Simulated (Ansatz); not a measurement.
Set up this calculation in Ansatz 0.2.0, as the native input.

```
Task                : single point
Functional          : PBE
Potentials or basis : Ansatz PAW
Cutoff              : 420 eV (not typed: the program's choice for these potentials)
k mesh              : 8 × 8 × 8
Occupations         : fermi-dirac, width 0.05 eV
Spin                : no spin polarisation
```

Crystal: BiS.

```
Bi S
1.0
     2.15146    1.24214    3.50049
    -2.15146    1.24214    3.50049
     0.00000   -2.48429    3.50049
Bi S
1 1
Direct
  0.00000 0.00000 0.00000
  0.50000 0.50000 0.50000
```

The cell was built by a generator and needn't be a form met in nature.

The cell isn't the ideal one: strained by +2 %.

These files were run (other wordings do the same):

input.yaml

```yaml
crystal:
  lattice:
    - [2.1514562874, 1.242143862, 3.50048748]
    - [-2.1514562874, 1.242143862, 3.50048748]
    - [0.0, -2.4842877342, 3.50048748]
  atoms:
    - { symbol: Bi, position: [0.0, 0.0, 0.0] }
    - { symbol: S, position: [0.5, 0.5, 0.5] }
hamiltonian:
  xc: pbe
  pseudopotentials: { kind: paw }
kpoints:
  mp_grid: { grid: [8, 8, 8] }
scf:
  occupations: { method: fermi_dirac, width: 0.05 }
output:
  forces: true
  stress: true
  eigenvalues: true
```

Potentials or basis: Ansatz PAW.

Run with:

```console
$ ansatz run input.yaml --threads 2 --pin off --max-ram 5632MiB --backend cpu --events-out ev --progress --plain --runs-dir out
```

Results of the run:

* Pressure: -3.3 GPa
* Band gap on the k mesh: none (metal or under the smearing width)

Caveat: spin-orbit coupling is left out, which moves the levels of the heavy elements.

Wall time 1.6 s on 2 threads of Arm Neoverse V1 (shared host), peak memory 0.34 GiB.
